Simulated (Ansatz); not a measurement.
# C₃H₁₂InNO₂Si: how energies converge with the basis set

Aim: see how fast density functionals converge with the basis set for C₃H₁₂InNO₂Si.

Computed with Ansatz 0.2.0, Gaussian basis. Level: one geometry, several basis sets.

The runs, in order: PBE0-D4/def2-SVP; ωB97M-V/def2-SVP; PBE0-D4/def2-QZVPP; ωB97M-V/def2-QZVPP; the functionals' def2-TZVPP values are taken from earlier runs.

### Step 1. Structure used throughout

The geometry comes from an earlier relaxation with PBE0-D4 in a triple-zeta def2 set; it is a stationary point, not always the lowest conformer. In takes the def2 core potential; no spin-orbit term is included.

20 atoms, charge 0, spin multiplicity 1.

Atoms are counted from 1 here; the program's logs count them from 0.

Bond lengths: C1–O2 1.407 Å, C1–H9 1.098 Å, C1–H10 1.095 Å, C1–H11 1.098 Å, O2–In3 1.972 Å, In3–O4 1.983 Å, In3–N6 1.983 Å, O4–Si5 1.623 Å, Si5–H12 1.488 Å, Si5–H13 1.493 Å, Si5–H14 1.493 Å, N6–C7 1.440 Å, N6–C8 1.441 Å, C7–H15 1.092 Å, C7–H16 1.101 Å, C7–H17 1.100 Å, C8–H18 1.100 Å, C8–H19 1.092 Å and more. Angles: O2–C1–H9 112.7°, O2–C1–H10 108.1°, O2–C1–H11 112.9°, H9–C1–H10 107.6°, H9–C1–H11 107.7°, H10–C1–H11 107.6°, C1–O2–In3 121.2°, O2–In3–O4 117.3°, O2–In3–N6 126.2°, O4–In3–N6 116.4°, In3–O4–Si5 139.4°, O4–Si5–H12 109.5°, O4–Si5–H13 111.8°, O4–Si5–H14 111.8°, H12–Si5–H13 108.2°, H12–Si5–H14 108.2°, H13–Si5–H14 107.2°, In3–N6–C7 123.5° and more.

### Step 2. PBE0-D4 in def2-SVP

File in.yaml:

```yaml
crystal:
  periodic: [false, false, false]
  atoms:
    - {symbol: C, position_ang: [2.287587, 2.121181, 0.026774]}
    - {symbol: O, position_ang: [0.888786, 2.003474, -0.063205]}
    - {symbol: In, position_ang: [0.005272, 0.241319, -0.008744]}
    - {symbol: O, position_ang: [1.164585, -1.349934, 0.226628]}
    - {symbol: Si, position_ang: [2.740033, -1.718969, 0.353796]}
    - {symbol: N, position_ang: [-1.949166, -0.090984, -0.066941]}
    - {symbol: C, position_ang: [-2.923419, 0.940175, -0.315265]}
    - {symbol: C, position_ang: [-2.492381, -1.425392, -0.087389]}
    - {symbol: H, position_ang: [2.807415, 1.655144, -0.820334]}
    - {symbol: H, position_ang: [2.539609, 3.186680, 0.024666]}
    - {symbol: H, position_ang: [2.694963, 1.686357, 0.948886]}
    - {symbol: H, position_ang: [2.897302, -3.196082, 0.447396]}
    - {symbol: H, position_ang: [3.356508, -1.105679, 1.567490]}
    - {symbol: H, position_ang: [3.518664, -1.241173, -0.827458]}
    - {symbol: H, position_ang: [-2.469803, 1.932755, -0.278694]}
    - {symbol: H, position_ang: [-3.402574, 0.827589, -1.299827]}
    - {symbol: H, position_ang: [-3.723100, 0.913991, 0.439464]}
    - {symbol: H, position_ang: [-3.269315, -1.544073, 0.681994]}
    - {symbol: H, position_ang: [-1.716817, -2.168809, 0.107472]}
    - {symbol: H, position_ang: [-2.954140, -1.667560, -1.056708]}
basis:
  gaussian: {orbitals: def2-SVP}
hamiltonian: {xc: pbe0, dispersion: d4}
output: {orbitals: {seedname: orbitals}}
```

Launch:

```bash
> ansatz run in.yaml --threads 2 --pin off --events-out ev --progress --plain --max-ram 20480MiB --backend cpu
```

The runs that follow: ωB97M-V in def2-SVP; PBE0-D4 in def2-QZVPP; ωB97M-V in def2-QZVPP.

Q: Predict the results of all the runs planned. Wanted: PBE0-D4: double and triple zeta above quadruple; ωB97M-V: double and triple zeta above quadruple.

As calculated:

| quantity | value |
| --- | --- |
| PBE0-D4: double and triple zeta above quadruple | 14.44, 0.87 eV |
| ωB97M-V: double and triple zeta above quadruple | 14.82, 0.82 eV |

**Reading.** For PBE0-D4 the step from double to triple zeta gains 13.58 eV and the next only 0.87 eV. Total energies overstate the basis error of differences, where much of it tends to cancel.
